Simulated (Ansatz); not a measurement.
# AlFH5O2P: the cost of one run

Program: Ansatz 0.2.0. Level of theory: RHF/6-31G*. These are calculated values, not measurements.

## Step 1: The structure to begin with

Bond lengths: Al1–F2 2.040 Å, Al1–O3 1.780 Å, O3–H4 1.010 Å, Al1–O5 1.780 Å, O5–H6 1.010 Å, Al1–P7 2.580 Å, P7–H8 1.420 Å, P7–H9 1.420 Å. Angles: F2–Al1–O3 120.0°, F2–Al1–O5 120.0°, F2–Al1–P7 71.6°, O3–Al1–O5 120.0°, O3–Al1–P7 96.8°, O5–Al1–P7 101.3°, Al1–O3–H4 109.5°, Al1–O5–H6 109.5°, Al1–P7–H8 109.5°, Al1–P7–H9 109.5°, H8–P7–H9 109.4°.

As a file:

```xyz
10

Al    0.0000    0.0000    0.0000
F     0.0000    0.0000    2.0400
O     1.5415    0.0000   -0.8900
H     1.8414   -0.9519   -1.0449
O    -1.5415    0.0000   -0.8900
H    -2.0512   -0.8467   -0.6815
P     0.1156    2.4456    0.8135
H     0.6761    2.4854    2.1176
H     0.9270    3.2022   -0.0729
H     0.0566    1.1978    1.9406
```

## Step 2: A restrained relaxation towards end A

Springs on the bonds that form and break draw the guess towards this end; the thresholds are loose.

Input file input.yaml:

```yaml
crystal:
  periodic: [false, false, false]
  atoms:
    - { symbol: Al, position_ang: [0.0, 0.0, 0.0] }
    - { symbol: F, position_ang: [0.0, 0.0, 2.04] }
    - { symbol: O, position_ang: [1.5415, 0.0, -0.89] }
    - { symbol: H, position_ang: [1.8414, -0.9519, -1.0449] }
    - { symbol: O, position_ang: [-1.5415, 0.0, -0.89] }
    - { symbol: H, position_ang: [-2.0512, -0.8467, -0.6815] }
    - { symbol: P, position_ang: [0.1156, 2.4456, 0.8135] }
    - { symbol: H, position_ang: [0.6761, 2.4854, 2.1176] }
    - { symbol: H, position_ang: [0.927, 3.2022, -0.0729] }
    - { symbol: H, position_ang: [0.0566, 1.1978, 1.9406] }
basis:
  gaussian: { orbitals: "6-31G*" }
hamiltonian:
  xc: hf
relax:
  f_tol: 0.15
  max_steps: 25
  restrain:
    - { distance: [0, 6], at: 3.48, k: 30.0 }
    - { distance: [9, 1], at: 2.12, k: 30.0 }
    - { distance: [0, 1], at: 1.69, k: 30.0 }
    - { distance: [9, 6], at: 1.42, k: 30.0 }
output:
  orbitals: {}
```

Run with:

```
$ ansatz run input.yaml --threads 1 --pin off --max-ram 2048MiB --backend cpu --events-out ev --progress --plain --runs-dir out
```

Q: Estimate wall time and peak memory on 1 thread of Arm Neoverse V2, shared host.

About 35 s, with a peak of 0.17 GiB.
